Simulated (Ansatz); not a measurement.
# BaTiO3: the cost of one run

All numbers are computed with Ansatz 0.2.0, driven from Python. Level of theory: DFT r2SCAN, plane waves, PAW.

## Step 1: Starting point

The structure is cubic, space group Pm-3m (No. 221). The conventional cell has a = 4.006 Å, b = 4.006 Å, c = 4.006 Å, α = 90.00°, β = 90.00°, γ = 90.00°. Ba (site symmetry m-3m) is surrounded by 12 O at 2.83 Å. Ti (site symmetry m-3m) has 6 O at 2.00 Å in its first shell of neighbours. O (site symmetry 4/mmm) has 2 Ti at 2.00 Å and 4 Ba at 2.83 Å in its first shell of neighbours.

The script holds or builds the structure itself.

## Step 2: The script

File run_vcrelax.py:

```python
'''Relax cell and ions of BaTiO3.'''

import ansatz as az
from ase import Atoms
from ase.io import write
import matplotlib.pyplot as plt
import numpy as np

def edges_and_angles(cell):
    cell = np.asarray(cell)
    a, b, c = np.linalg.norm(cell, axis=1)
    cosines = cell[1] @ cell[2] / (b * c), cell[0] @ cell[2] / (a * c), cell[0] @ cell[1] / (a * b)
    return (a, b, c, *np.degrees(np.arccos(cosines)))


def main() -> None:
    lattice = az.Lattice.of(
        [4.006, 0.0, 0.0],
        [0.0, 4.006, 0.0],
        [0.0, 0.0, 4.006],
    )
    sites = [
        ('Ba', [0.5, 0.5, 0.5]),
        ('Ti', [0.0, 0.0, 0.0]),
        ('O', [0.5, 0.0, 0.0]),
        ('O', [0.0, 0.5, 0.0]),
        ('O', [0.0, 0.0, 0.5]),
    ]
    batio3 = az.Crystal(lattice=lattice)
    for symbol, position in sites:
        batio3 = batio3.atom(symbol, position)

    # only the volume may change
    job = (
        batio3.calculation()
        .functional('r2scan')
        .pseudopotentials('paw')
        .basis(300)
        .kpoints(length=11)
        .occupations('fixed')
        .eigensolver('auto', full_accuracy=True)
        .scf(max_iterations=100)
        .relax(force_tolerance=0.001, max_steps=40, fix_cell=['shape'], stress_tolerance=0.01)
        .band_table()
    )
    steps = []


    def follow(event):
        if event['event'] != 'relax_step':
            return
        row = event['data']
        steps.append(row)
        print(f'step {row["step"]:3d}  E = {row["lagrangian_ev"]:.5f} eV  largest force component = {row["allowed_force_max_ev_ang"]:.4f} eV/A  P = {row["pressure_gpa"]:.3f} GPa')


    outcome = job.session().plan(threads=1).execute(on_event=follow)
    r = outcome.report

    first, last = steps[0], steps[-1]
    symbols = [site.symbol for site in outcome.lattice.sites]
    print(f'energy gained {first["lagrangian_ev"] - last["lagrangian_ev"]:.4f} eV in {len(steps) - 1} steps')
    for label, vectors in (('before', first['cell_ang']), ('after', outcome.lattice.cell_ang)):
        print(label, 'a b c (A) {:.4f} {:.4f} {:.4f}  angles {:.2f} {:.2f} {:.2f}'.format(*edges_and_angles(vectors)), f' V = {abs(np.linalg.det(vectors)):.3f} A^3')
    print('final stress xx yy zz (GPa, compression positive):', np.round(np.diag(r['stress_gpa']), 3) + 0.0)

    print('atom   start x y z (A)              end x y z (A)')
    for symbol, a, b in zip(symbols, first['positions_ang'], last['positions_ang']):
        print(f'{symbol:3s}', ' '.join(f'{v:8.4f}' for v in a), '  ', ' '.join(f'{v:8.4f}' for v in b))

    change = np.array(last['positions_ang']) @ np.linalg.inv(last['cell_ang']) - np.array(first['positions_ang']) @ np.linalg.inv(first['cell_ang'])
    moved = np.linalg.norm(change @ np.array(last['cell_ang']), axis=1)
    print('displacement within the cell, strain taken out (A):', ' '.join(f'{s}:{d:.3f}' for s, d in zip(symbols, moved)))

    fig, (top, bottom) = plt.subplots(2, 1, sharex=True, figsize=(4.5, 4))
    top.plot([s['lagrangian_ev'] - last['lagrangian_ev'] for s in steps], 'o-')
    top.set_ylabel('E - E(final) (eV)')
    bottom.semilogy([max(s['allowed_force_max_ev_ang'], 1e-6) for s in steps], 's-')
    bottom.set(xlabel='step', ylabel='largest force (eV/A)')
    fig.tight_layout()
    fig.savefig('relax.png', dpi=100)

    print(f'free energy      {r["free_energy_ev"]:.5f} eV')
    print(f'per atom         {r["free_energy_ev"] / len(outcome.lattice.sites):.5f} eV')
    print(f'SCF iterations   {r["n_iterations"]}  (converged: {r["converged"]})')

    image = Atoms([s.symbol for s in outcome.lattice.sites], positions=[s.position_ang for s in outcome.lattice.sites], cell=outcome.lattice.cell_ang, pbc=True)
    write('final.extxyz', image)

    edges = r.get('band_edges_ev')
    if edges:
        print(f'band edges on the mesh: {edges[0]:.3f} and {edges[1]:.3f} eV, gap {edges[1] - edges[0]:.3f} eV')
    else:
        print('no band edges reported (a metal, or a gap too narrow for this smearing); Fermi level', round(r['fermi_energy_ev'], 3), 'eV')


if __name__ == '__main__':
    main()
```

## Step 3: The input behind the calls

The engine receives this input:

```yaml
crystal:
  lattice:
    - [4.006, 0.0, 0.0]
    - [0.0, 4.006, 0.0]
    - [0.0, 0.0, 4.006]
  atoms:
    - { symbol: Ba, position: [0.5, 0.5, 0.5] }
    - { symbol: Ti, position: [0.0, 0.0, 0.0] }
    - { symbol: O, position: [0.5, 0.0, 0.0] }
    - { symbol: O, position: [0.0, 0.5, 0.0] }
    - { symbol: O, position: [0.0, 0.0, 0.5] }
basis:
  ecutwfc: 300.0
kpoints:
  mp_grid:
    grid: [3, 3, 3]
hamiltonian:
  xc: r2scan
  pseudopotentials:
    kind: paw
scf:
  max_iter: 100
  occupations:
    method: fixed
  eigensolver:
    kind: auto
    full_accuracy: true
relax:
  f_tol: 0.001
  max_steps: 40
  cell:
    stress_tol: 0.01
    fix: [shape]
output:
  eigenvalues: true
```

## Step 4: Running it

Run with:

```sh
$ python run_vcrelax.py
```

**Question.** How long does this script take on 1 thread of Arm Neoverse V1, shared host, and how much memory does it need?

About 28 s, with a peak of 0.51 GiB.
